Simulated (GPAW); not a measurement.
# Sn3Te (Pm-3m) in GPAW: further runs, part 2 of 2

GPAW 26.7.0. Earlier steps stand in the parts before.

**5. Equation of state, PBE**

run.py reads:

```python
from ase import Atoms
from ase.eos import EquationOfState
from ase.io import Trajectory
from ase.units import GPa
from gpaw import GPAW, PW

atoms = Atoms(['Te', 'Sn', 'Sn', 'Sn'],
              cell=[[4.865622, 0.0, 0.0],
                    [0.0, 4.865622, 0.0],
                    [0.0, 0.0, 4.865622]],
              scaled_positions=[[0.0, 0.0, 0.0],
                                [0.0, 0.5, 0.5],
                                [0.5, 0.0, 0.5],
                                [0.5, 0.5, 0.0]],
              pbc=True)

traj = Trajectory('eos.traj', 'w')
volumes, energies = [], []
for x in [0.94, 0.96, 0.98, 1.0, 1.02, 1.04, 1.06]:
    a = atoms.copy()
    a.set_cell(atoms.cell * x**(1 / 3), scale_atoms=True)
    calc = GPAW(mode=PW(600),
                xc='PBE',
                kpts={'size': (6, 6, 6), 'gamma': True},
                occupations={'name': 'fermi-dirac', 'width': 0.05},
                nbands=38,
                convergence={'density': 1e-05, 'energy': 1e-05},
                maxiter=150,
                txt=f'eos-{x:.2f}.txt')
    a.calc = calc
    energies.append(a.get_potential_energy(force_consistent=True))
    volumes.append(a.get_volume())
    p = -a.get_stress()[:3].mean() / GPa
    calc.write(f'eos-{x:.2f}.gpw')
    traj.write(a)
    print(f'{x:.2f} {volumes[-1]:10.4f} A^3 {energies[-1]:14.6f} eV {p:9.3f} GPa', flush=True)

v0, e0, B = EquationOfState(volumes, energies, eos='birchmurnaghan').fit()
print(f'V0 = {v0:.4f} A^3, E0 = {e0:.6f} eV, B0 = {B / GPa:.2f} GPa')
```

Potentials or basis: GPAW PAW data sets (gpaw-data 1.2.1), pw.

Launch:

```bash
OMP_NUM_THREADS=1 python run.py
```

Output:

```text
__  _  _
 | _ |_)|_||  |
 |__||  | ||/\| - 26.7.0

Input parameters:
  mode=PW(ecut=600.0),
  convergence={'density': 1e-05, 'energy': 1e-05},
  kpts=MonkhorstPack(size=(6, 6, 6), gamma=True),
  maxiter=150,
  nbands=38,
  occupations=Occupations(name='fermi-dirac', width=0.05),
  xc=XC(name='PBE')

Diagonalizing LCAO Hamiltonian
Converting LCAO to pw mode
    .-----------.
   /|           |
  / |           |
 *  |           |
 | Sn           |
 |  |           |
 |  .--Sn-------.
 | /     Sn    /
 |/           /
 Te----------*

Atoms  # Å, Bohr magnetons
|   | symbol |        x |        y |        z |    initial magnetic moments |
|---|--------|----------|----------|----------|-----------------------------|
| 0 |     Te | 0.000000 | 0.000000 | 0.000000 | ( 0.0000,  0.0000,  0.0000) |
| 1 |     Sn | 0.000000 | 2.383148 | 2.383148 | ( 0.0000,  0.0000,  0.0000) |
| 2 |     Sn | 2.383148 | 0.000000 | 2.383148 | ( 0.0000,  0.0000,  0.0000) |
| 3 |     Sn | 2.383148 | 2.383148 | 0.000000 | ( 0.0000,  0.0000,  0.0000) |

Unit cell  # Å
| periodic |        x |        y |        z |  lengths |    angles |
|----------|----------|----------|----------|----------|-----------|
|      yes | 4.766296 | 0.000000 | 0.000000 | 4.766296 | 90.000000 |
|      yes | 0.000000 | 4.766296 | 0.000000 | 4.766296 | 90.000000 |
|      yes | 0.000000 | 0.000000 | 4.766296 | 4.766296 | 90.000000 |

Number of symmetries: 48
Symmetry operations  # r_c * U_cc + t_c -> r_c
|    | kind |            matrix            |
|----|------|------------------------------|
|  0 |  E   |  1, 0, 0,  0, 1, 0,  0, 0, 1 |
|  1 |  σ   |  1, 0, 0,  0, 1, 0,  0, 0,-1 |
|  2 |  σ   |  1, 0, 0,  0, 0, 1,  0, 1, 0 |
|  3 |  C4  |  1, 0, 0,  0, 0, 1,  0,-1, 0 |
|  4 |  C4  |  1, 0, 0,  0, 0,-1,  0, 1, 0 |
|  5 |  σ   |  1, 0, 0,  0, 0,-1,  0,-1, 0 |
|  6 |  σ   |  1, 0, 0,  0,-1, 0,  0, 0, 1 |
|  7 |  C2  |  1, 0, 0,  0,-1, 0,  0, 0,-1 |
|  8 |  σ   |  0, 1, 0,  1, 0, 0,  0, 0, 1 |
|  9 |  C2  |  0, 1, 0,  1, 0, 0,  0, 0,-1 |
| 10 |  C3  |  0, 1, 0,  0, 0, 1,  1, 0, 0 |
| 11 |  S6  |  0, 1, 0,  0, 0, 1, -1, 0, 0 |
| 12 |  S6  |  0, 1, 0,  0, 0,-1,  1, 0, 0 |
| 13 |  C3  |  0, 1, 0,  0, 0,-1, -1, 0, 0 |
| 14 |  C4  |  0, 1, 0, -1, 0, 0,  0, 0, 1 |
| 15 |  S4  |  0, 1, 0, -1, 0, 0,  0, 0,-1 |
| 16 |  C3  |  0, 0, 1,  1, 0, 0,  0, 1, 0 |
| 17 |  S6  |  0, 0, 1,  1, 0, 0,  0,-1, 0 |
| 18 |  σ   |  0, 0, 1,  0, 1, 0,  1, 0, 0 |
| 19 |  C4  |  0, 0, 1,  0, 1, 0, -1, 0, 0 |
| 20 |  C2  |  0, 0, 1,  0,-1, 0,  1, 0, 0 |
| 21 |  S4  |  0, 0, 1,  0,-1, 0, -1, 0, 0 |
| 22 |  S6  |  0, 0, 1, -1, 0, 0,  0, 1, 0 |
| 23 |  C3  |  0, 0, 1, -1, 0, 0,  0,-1, 0 |
| 24 |  S6  |  0, 0,-1,  1, 0, 0,  0, 1, 0 |
| 25 |  C3  |  0, 0,-1,  1, 0, 0,  0,-1, 0 |
| 26 |  C4  |  0, 0,-1,  0, 1, 0,  1, 0, 0 |
| 27 |  σ   |  0, 0,-1,  0, 1, 0, -1, 0, 0 |
| 28 |  S4  |  0, 0,-1,  0,-1, 0,  1, 0, 0 |
| 29 |  C2  |  0, 0,-1,  0,-1, 0, -1, 0, 0 |
| 30 |  C3  |  0, 0,-1, -1, 0, 0,  0, 1, 0 |
| 31 |  S6  |  0, 0,-1, -1, 0, 0,  0,-1, 0 |
| 32 |  C4  |  0,-1, 0,  1, 0, 0,  0, 0, 1 |
| 33 |  S4  |  0,-1, 0,  1, 0, 0,  0, 0,-1 |
| 34 |  S6  |  0,-1, 0,  0, 0, 1,  1, 0, 0 |
| 35 |  C3  |  0,-1, 0,  0, 0, 1, -1, 0, 0 |
| 36 |  C3  |  0,-1, 0,  0, 0,-1,  1, 0, 0 |
| 37 |  S6  |  0,-1, 0,  0, 0,-1, -1, 0, 0 |
| 38 |  σ   |  0,-1, 0, -1, 0, 0,  0, 0, 1 |
| 39 |  C2  |  0,-1, 0, -1, 0, 0,  0, 0,-1 |
| 40 |  σ   | -1, 0, 0,  0, 1, 0,  0, 0, 1 |
| 41 |  C2  | -1, 0, 0,  0, 1, 0,  0, 0,-1 |
| 42 |  C2  | -1, 0, 0,  0, 0, 1,  0, 1, 0 |
| 43 |  S4  | -1, 0, 0,  0, 0, 1,  0,-1, 0 |
| 44 |  S4  | -1, 0, 0,  0, 0,-1,  0, 1, 0 |
| 45 |  C2  | -1, 0, 0,  0, 0,-1,  0,-1, 0 |
| 46 |  C2  | -1, 0, 0,  0,-1, 0,  0, 0, 1 |
| 47 |  i   | -1, 0, 0,  0,-1, 0,  0, 0,-1 |

BZ-sampling:
  Number of BZ points: 216
  Number of IBZ points: 20

  Monkhorst-Pack size: [6, 6, 6]
  Monkhorst-Pack shift: [0.08333333333333333, 0.08333333333333333, 0.08333333333333333]

K-points  # in reciprocal-cell coordinates
|     |                                coordinates |     weight |
|-----|--------------------------------------------|------------|
|   0 | (  0.00000000,   0.00000000,   0.00000000) | 0.00462963 |
|   1 | (  0.16666667,   0.00000000,   0.00000000) | 0.02777778 |
|   2 | (  0.16666667,   0.16666667,   0.00000000) | 0.05555556 |
|   3 | (  0.16666667,   0.16666667,   0.16666667) | 0.03703704 |
|   4 | (  0.33333333,   0.00000000,   0.00000000) | 0.02777778 |
|   5 | (  0.33333333,   0.16666667,   0.00000000) | 0.11111111 |
|   6 | (  0.33333333,   0.16666667,   0.16666667) | 0.11111111 |
|   7 | (  0.33333333,   0.33333333,   0.00000000) | 0.05555556 |
|   8 | (  0.33333333,   0.33333333,   0.16666667) | 0.11111111 |
|   9 | (  0.33333333,   0.33333333,   0.33333333) | 0.03703704 |
| ... |                                            |            |
|  19 | (  0.50000000,   0.50000000,   0.50000000) | 0.00462963 |

Plane wave coefficients: 3695
Cutoff: 600.0 eV

Spin-components: 1 (collinear spins)
Bands:           38
Projectors:      23
Spin-degeneracy: 2
Datatype:        complex128

Parallelization:
  kpt:    1
  domain: 1
  band:   1

Density:
  Valence electrons: 48.0
  Components: 1
  Grid points: [27 27 27]
  Charge: 0.0  # |e|

Potential:
  Grid points: [27 27 27]

species:
  Te:
    name:    Tellurium
    Z:       52.0
    valence: 6
    core:    46
    charge:  0.0  # [|e|]
    compensation charges:
      type: gauss
      rc: 0.36  # [Å]
      lmax: 2
    cutoffs:
      filter: 2.09  # [Å]
      core: 3.17  # [Å]
    projectors
    | kind |    occ | energy [eV] | rcut [Å] |
    |------|--------|-------------|----------|
    |   5s |  2.000 |     -15.089 |    1.180 |
    |   5p |  4.000 |      -5.955 |    1.196 |
    |    s |        |      12.123 |    1.180 |
    |    p |        |      21.256 |    1.196 |
    |    d |        |       0.000 |    1.238 |

    Using partial waves for Te as LCAO basis

  Sn:
    name:    Tin
    Z:       50.0
    valence: 14
    core:    36
    charge:  0.0  # [|e|]
    compensation charges:
      type: gauss
      rc: 0.38  # [Å]
      lmax: 2
    cutoffs:
      filter: 2.23  # [Å]
      core: 2.35  # [Å]
    projectors
    | kind |    occ | energy [eV] | rcut [Å] |
    |------|--------|-------------|----------|
    |   5s |  2.000 |     -10.538 |    1.201 |
    |   5p |  2.000 |      -3.696 |    1.270 |
    |   4d | 10.000 |     -25.845 |    1.185 |
    |    s |        |      16.674 |    1.201 |
    |    p |        |      23.515 |    1.270 |
    |    d |        |       1.367 |    1.185 |

    Using partial waves for Sn as LCAO basis

Reference energy: -688822.763355  # eV

eigensolver:
  PPCG
  Converge bands: occupied
  niter=2

density mixing:
  MSR1-Mixer
  Pratt-step length: 0.05
  Maximum mixing coefficient: 0.75
  Old densities: 10
  SVD Regularization: 0.005
  Good broyden scale: 1.0
  Trust region scale: 1.0
  Backstep threshold: 4.0
  History deletion threshold: 6.0
  Fourier metric: weight=20.0, sigma=0.015

occupation numbers:
  Fermi-Dirac:
    width: 0.0500  # eV

poisson solver:
  ecut: 4800.0  # eV

xc functional:
  name: PBE with 2 nearest neighbor stencil

convergence criteria:
- Maximum integral of absolute [dens]ity change: 1e-05 electrons / valence electron
- Maximum [total energy] change in last 3 cyles: 1e-05 eV / valence electron
- Maximum integral of absolute [eigenst]ate change: 4e-08 eV^2 / valence electron
maximum number of iterations: 150

SCF iterations
|iter     | |      energy | eigst |  dens |
|---------|-|-------------|-------|-------|
|iter:   1| |  -14.886441 | +0.29 |       |
|iter:   2| |  -15.002594 | -1.68 | -1.75 |
|iter:   3| |  -14.996728 | -2.38 | -1.76 |
|iter:   4| |  -14.968838 | -3.24 | -2.00 |
|iter:   5| |  -14.966341 | -4.41 | -2.52 |
|iter:   6| |  -14.966147 | -4.89 | -2.92 |
|iter:   7| |  -14.966186c| -5.07 | -3.31 |
|iter:   8| |  -14.966189c| -6.92 | -4.37 |
|iter:   9| |  -14.966189c| -7.15 | -4.71 |
|iter:  10| |  -14.966189c| -8.18c| -5.54c|

Converged in 10 steps
Energy contributions relative to reference atoms: (reference = -688822.763355)

Energy contributions:
  Kinetic:          25.637329
  Coulomb:         -24.044769
  Zero:              0.121732
  External:          0.000000
  Xc:              -16.667088
  Entropy:          -0.026788
  Spinorbit:         0.000000
  ----------------------------
  Free energy:     -14.979583
  Extrapolated:    -14.966189

dipole moment: (-36.531428, -36.531428, -36.531428)  # |e|*Ang

Fermi level: 7.654
Eigenvalues  # (at kpt = [0.000, 0.000, 0.000])
| band index |      eig [eV] | occ [0-2] |
|------------|---------------|-----------|
|          0 |       -13.990 |     2.000 |
|        ... |               |           |
|         14 |       -13.758 |     2.000 |
|         15 |        -5.061 |     2.000 |
|         16 |        -0.371 |     2.000 |
|         17 |         2.708 |     2.000 |
|         18 |         2.708 |     2.000 |
|         19 |         3.175 |     2.000 |
[... 8 lines left out ...]
|         28 |        12.317 |     0.000 |
|         29 |        12.618 |     0.000 |
|        ... |               |           |
|         37 |        18.586 |     0.000 |

No gap
No difference between direct/indirect transitions

Stress tensor  # eV/Ang^3
|         x |         y |         z |
|-----------|-----------|-----------|
| -0.019903 |  0.000000 |  0.000000 |
|  0.000000 | -0.019903 |  0.000000 |
|  0.000000 |  0.000000 | -0.019903 |

# Writing to eos-0.94.gpw (mode='')
```

Wall time 5.3 min (1 thread of AMD EPYC 7R43 (Zen 3), shared host); peak memory 0.44 GiB.

Results:

```
Equilibrium volume                      : 28.88 Å³/atom
Bulk modulus                            : 44 GPa
Pressure derivative of the bulk modulus : 3.9
```

Energy against volume, from the lowest point:
```tsv
volume (Å³/atom)	energy (meV/atom)
27.070	17.13
27.646	7.67
28.222	2.08
28.798	0.00
29.373	1.12
29.949	5.11
30.525	11.72
```

The run has no spin-orbit coupling, so splittings on Te are missing.

**6. Summary**

| task | level | potentials or basis | band path | band points | pressure (GPa) |
| --- | --- | --- | --- | --- | --- |
| band structure | PBEsol | PAW data sets generated in the run's folder for this functional, pw | GXMGRX,MR | 100 | -2.6 |
| band structure | LDA | the program's PAW data sets (release 1.2.1) made for this functional, pw | GXMGRX,MR | 100 | -3.7 |
| equation of state | LDA | the program's PAW data sets (release 1.2.1) made for this functional, pw | - | - | - |
| equation of state | PBE | GPAW PAW data sets (gpaw-data 1.2.1), pw | - | - | - |

Alike in all rows: no spin polarisation; cell as given; k mesh 6 × 6 × 6; cutoff (eV) 600; smearing fermi-dirac 0.05 eV.

Caveats: spin-orbit coupling is left out, which moves the levels of the heavy elements (some runs); the minimum lies outside the volumes run (some runs).

Absolute energies hang on the potentials; compare differences alone.
